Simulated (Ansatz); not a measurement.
The system is CrN2.

```xyz
6
Lattice="3.9018 0.0000 0.0000 0.0000 4.8095 0.0000 0.0000 0.0000 2.7842" Properties=species:S:1:pos:R:3 pbc="T T T"
Cr    0.0000    0.0000    0.0000
Cr    1.9509    2.4048    1.3921
N     3.3796    2.8317    0.0000
N     0.5222    1.9778    0.0000
N     1.4287    4.3825    1.3921
N     2.4731    0.4270    1.3921
```

The cell comes from a database or a generator and needn't be the stable form of this composition.

Below is the output of Ansatz 0.2.0 for this cell. Logs are shortened: lines on timing, memory, paths and dates and some standing lists are left out, and cuts for length are marked.

```text
Warning: RAYON_NUM_THREADS=2 ignored (pool sized by the plan → 2); use --threads N
Engine: ansatz 0.2.0, x86_64-unknown-linux-gnu
Pseudopotentials: kind: paw
Pseudopotential: Cr, paw, valence charge 14, recommended cutoff 420 eV (normal), Cr.paw.azcp
Pseudopotential: N, paw, valence charge 5, recommended cutoff 420 eV (normal), N.paw.azcp
Functional definition: PBEsol
  exchange = pbesol_x
  correlation = pbesol_c
Crystal: 6 atoms, lattice volume = 52.247 Å³
Basis set: ecut = 420 eV, 1017 PW (Γ), exchange–correlation on 54×72×40 points (8 copies of the dense FFT grid, shifted against one another)
Bands: 33, of which v1, the nominal top of the filled ones, is band 24 counted from 1 (23 counted from 0)
Symmetry: 8 space group operations
Space group: Pnnm (ITA 58), of the structure as read, at distance tolerance 3.7e-5 Å
Magnetic group: BNS 58.393 (UNI 491), of the structure as read, at distance tolerance 3.7e-5 Å
k-points: 96 of 420
Non-local potential: Cr, projectors of the file, l = 0: 3, l = 1: 2, l = 2: 3, l = 3: 1
Non-local potential: N, projectors of the file, l = 0: 2, l = 1: 2, l = 2: 1
PAW form: soft (Blöchl's): semilocal exchange-correlation on the pseudo side does not see the compensation charge
PAW frozen core: Cr, regenerated for the run's functional, and the local potential with it (the file was generated under x = pbe(κ = 0.804, μ = 0.2195149727645171), c = pbe(β = 0.06672455060314922))
PAW frozen core: N, regenerated for the run's functional, and the local potential with it (the file was generated under x = pbe(κ = 0.804, μ = 0.2195149727645171), c = pbe(β = 0.06672455060314922))
PAW one-centre angular grid: Cr, 590 points (default); XC on 64 Gauss nodes
PAW one-centre angular grid: N, 110 points (default); XC on 64 Gauss nodes
Initial density: superposition of atomic densities (chi_scale 0.1, normalization cell, long waves kept (reshape's long-wave potential 0.00 eV rms))
Starting moments: Σ|m| = 6 μB on 2 of 6 sites
Initial wavefunctions: pseudopotential atomic-orbital guess
Functional: x = pbesol(κ = 0.804, μ = 0.12345679012345678), c = pbesol(β = 0.046)
[... 154 lines left out ...]
  E_core_change = 0.432394  (= ΣΔE_core)
  E_smearing   = -0.008326  (= −TS)
  E_closure    = 0.000000  (closes the sum)
  Σ components = -8213.240989   (vs F -8213.240989, Δ=0.00e0)
--- Forces (eV/Å), atoms counted from 1 ---
  atom   1  Cr    -0.00000000     0.00000000     0.00000000
  atom   2  Cr     0.00000000     0.00000000     0.00000000
  atom   3  N     -0.00024406     0.00045034     0.00000000
  atom   4  N      0.00024406    -0.00045034     0.00000000
  atom   5  N     -0.00024406    -0.00045034     0.00000000
  atom   6  N      0.00024406     0.00045034     0.00000000
  max |Σ_I F_I| component: 0.00e0 eV/Å
--- Stress (GPa, compression-positive) ---
       20.003033       0.000000       0.000000
        0.000000      19.986138       0.000000
        0.000000       0.000000      19.991202
  P = ⅓ Tr σ = 19.9935 GPa (199.935 kbar)
--- Band table (eV; the first three rows and the last of 192) ---
  k-point 0 ↑: bands = ["-56.8737", "-56.8619", "-28.4775", "-28.4105", "-28.3319", "-28.2979", "-28.1929", "-28.1747", "-5.7134", "-4.5693", "3.6578", "4.3426", "7.1848", "7.5238", "9.1289", "10.4672", "10.5403", "10.8990", "11.5153", "12.6173", "12.8510", "12.8511", "14.1659", "14.4560", "14.7572", "14.9016", "15.0654", "15.2959", "19.3316", "21.0867", "21.1613", "21.9806", "23.6521"]
  k-point 1 ↑: bands = ["-56.8694", "-56.8582", "-28.4719", "-28.4077", "-28.3266", "-28.2937", "-28.2281", "-28.2110", "-5.6017", "-4.4992", "3.6909", "4.2957", "7.3188", "7.5716", "8.8734", "10.3540", "10.4739", "11.0244", "11.1480", "11.8829", "12.8206", "13.2027", "14.4453", "14.6614", "14.8699", "15.0787", "15.1438", "15.1859", "19.3122", "20.8100", "20.8405", "21.8904", "23.9075"]
  k-point 2 ↑: bands = ["-56.8581", "-56.8485", "-28.4569", "-28.4010", "-28.3193", "-28.3120", "-28.3052", "-28.2828", "-5.2892", "-4.3146", "3.7675", "4.1730", "7.5983", "7.6700", "8.4048", "9.2376", "10.2897", "10.7278", "11.4260", "11.5054", "12.5933", "13.8883", "14.4113", "14.8350", "14.9640", "15.0214", "15.5599", "15.7410", "19.2537", "20.1107", "20.2000", "21.5593", "24.3851"]
  k-point 95 ↓: bands = ["-54.7296", "-54.7296", "-26.7774", "-26.7774", "-26.3035", "-26.3035", "-25.9984", "-25.9984", "-4.0717", "-4.0717", "4.1663", "4.1663", "7.1278", "7.1278", "8.5512", "8.5512", "9.4986", "9.4986", "12.5308", "12.5308", "14.1547", "14.1547", "16.8268", "16.8268", "16.9064", "16.9064", "18.4865", "18.4865", "20.2125", "20.2125", "21.7178", "21.7178", "24.7442"]
--- Relaxed structure (7 steps of the walk, 7 accepted, 2 SCFs on fresh bases) ---
  F+E_penalty+E_count = -8213.24098891 eV   max|allowed force component| = 4.503e-4 eV/Å   (the final SCF, on the basis selected at the relaxed cell)
  cell:  # Å, volume = 46.8847 Å³
    - [3.8071028193828047, 0.0, 0.0]
    - [0.0, 4.643778602569152, 0.0]
    - [0.0, 0.0, 2.6519455817133326]
  atoms:
    - { symbol: Cr, position: [1.8524887021576007e-20, -7.138576386829747e-20, 0.0] }
    - { symbol: Cr, position: [0.5000000000000001, 0.5, 0.5] }
    - { symbol: N, position: [0.8639682629780188, 0.5912126664436438, 0.0] }
    - { symbol: N, position: [0.1360317370219812, 0.4087873335563564, 0.0] }
    - { symbol: N, position: [0.3639682629780188, 0.9087873335563563, 0.5] }
    - { symbol: N, position: [0.6360317370219813, 0.09121266644364366, 0.5] }
```

Task: What input gives this log?

Result: Relaxation of cell and atoms with PBEsol, collinear spin, ferromagnetic start. The files as run (others can give the same):

input.yaml
```yaml
crystal:
  lattice:
    - [3.901786, 0.0, 0.0]
    - [0.0, 4.809512, 0.0]
    - [0.0, 0.0, 2.78417]
  atoms:
    - { symbol: Cr, position: [0.0, 0.0, 0.0], spin: 3.0 }
    - { symbol: Cr, position: [0.5, 0.5, 0.5], spin: 3.0 }
    - { symbol: "N", position: [0.86617, 0.588775, 0.0] }
    - { symbol: "N", position: [0.13383, 0.411225, 0.0] }
    - { symbol: "N", position: [0.36617, 0.911225, 0.5] }
    - { symbol: "N", position: [0.63383, 0.088775, 0.5] }
hamiltonian:
  xc: pbesol
  pseudopotentials: { kind: paw }
magnetization:
  spin_polarized: true
kpoints:
  mp_grid: { grid: [7, 6, 10] }
scf:
  occupations: { method: fermi_dirac, width: 0.05 }
output:
  forces: true
  stress: true
  eigenvalues: true
relax:
  f_tol: 0.01
  max_steps: 40
  cell: { stress_tol: 0.05, p_target: 20.0 }
```

Potentials or basis: Ansatz PAW.
Launch:
```console
$ ansatz run input.yaml --threads 2 --pin off --max-ram 5632MiB --backend cpu --events-out ev --progress --plain --runs-dir out
```

Caveat: the plane-wave basis is chosen anew once the cell has moved, so the energies of steps on either side of that aren't comparable; the pressure holds a Pulay correction of +0.9 GPa for the finite cutoff; only a ferromagnetic start was run, and an antiferromagnetic order may lie lower in energy; the PAW data sets come from PBE, with cores solved anew for the run's functional, which leaves a small shift of forces and pressure.
